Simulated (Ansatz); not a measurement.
# GaHF2: ionisation energy by level of theory

The task here is to estimate one member of a computed series from the others.

Program: Ansatz 0.2.0, Gaussian basis. Level of theory: unrestricted cation, the program's frozen cores in correlated methods. These are calculated values, not measurements.

Plan: UKS PBE-D4/def2-TZVPP; UKS r2SCAN-D4/def2-TZVPP; UKS PBE0-D4/def2-TZVPP; UKS B3LYP-D4/def2-TZVPP; UKS wB97X-V/def2-TZVPP; UKS wB97M-V/def2-TZVPP; UKS B2PLYP/def2-TZVPP; UHF-CCSD(T)/def2-TZVPP; UHF-MP2/def2-QZVPP; extrapolation to the limit; then −ε(HOMO) from the neutral's earlier runs with LDA (SPW92), PBE-D4, revPBE-D4, BLYP-D4, r2SCAN-D4, B97M-V, PBE0-D4, B3LYP-D4, r2SCANh-D4, r2SCAN0-D4, HSE06-D4, BHLYP-D4, CAM-B3LYP-D4, LC-ωPBE, ωB97X-V, ωB97M-V.

## Structure used throughout

The geometry comes from an earlier relaxation with PBE0-D4 in a triple-zeta def2 set; it is a stationary point.

SMILES `[F][GaH][F]`, 4 atoms, charge 0, spin multiplicity 1.

Atoms are counted from 1 here; the program's logs count them from 0.

Bond lengths: F1–Ga2 1.740 Å, Ga2–F3 1.740 Å, Ga2–H4 1.536 Å. Angles: F1–Ga2–F3 111.9°, F1–Ga2–H4 124.0°, F3–Ga2–H4 124.0°.

Set-up of the first run:

in.yaml

```yaml
crystal:
  periodic: [false, false, false]
  atoms:
    - {symbol: F, position_ang: [-1.012379, -0.497121, 1.241169]}
    - {symbol: Ga, position_ang: [-0.022720, 0.032192, -0.088907]}
    - {symbol: F, position_ang: [1.659895, -0.330672, 0.167678]}
    - {symbol: H, position_ang: [-0.569196, 0.735400, -1.340241]}
basis:
  gaussian: {orbitals: def2-TZVPP}
total_charge: 1
magnetization: {spin_polarized: true, initial_magnetization: 1}
hamiltonian: {xc: pbe, dispersion: d4}
```

On the command line:

```bash
> ansatz run in.yaml --threads 4 --pin off --events-out ev --progress --plain --max-ram 10444MiB
```

Steps of the session up to this table: Cation, UKS PBE-D4/def2-TZVPP; Cation, UKS r2SCAN-D4/def2-TZVPP; Cation, UKS PBE0-D4/def2-TZVPP; Cation, UKS B3LYP-D4/def2-TZVPP; Cation, UKS wB97X-V/def2-TZVPP; Cation, UKS wB97M-V/def2-TZVPP; Cation, UKS B2PLYP (frozen core)/def2-TZVPP; Cation, UHF-CCSD(T)/def2-TZVPP; Cation, UHF-MP2/def2-QZVPP.

One of the session's tables, all rows but one given; the rest of the session is left out.

Orbital estimates, from the neutral's runs:

```
  functional  −ε(HOMO) (eV)
 LDA (SPW92)           8.90
      PBE-D4           8.69
   revPBE-D4           8.61
     BLYP-D4           8.64
   r2SCAN-D4           9.11
      B97M-V           9.22
     PBE0-D4          10.39
    B3LYP-D4          10.17
  r2SCANh-D4           9.75
  r2SCAN0-D4          10.67
    HSE06-D4           9.97
    BHLYP-D4              ?
CAM-B3LYP-D4          11.89
     LC-ωPBE          13.18
     ωB97X-V          12.85
     ωB97M-V          12.73
```

Q: Estimate the row for BHLYP-D4 from the others.

Worked estimate for «−ε(HOMO) (eV)». Against the share of exact exchange, BLYP-D4 (0, 8.64), B3LYP-D4 (0.2, 10.17) give a slope of 7.65 per unit share; at 0.5 the line stands at 12.46.

As computed: −ε(HOMO) (eV): 11.95. In «−ε(HOMO) (eV)» the line misses by +0.51.
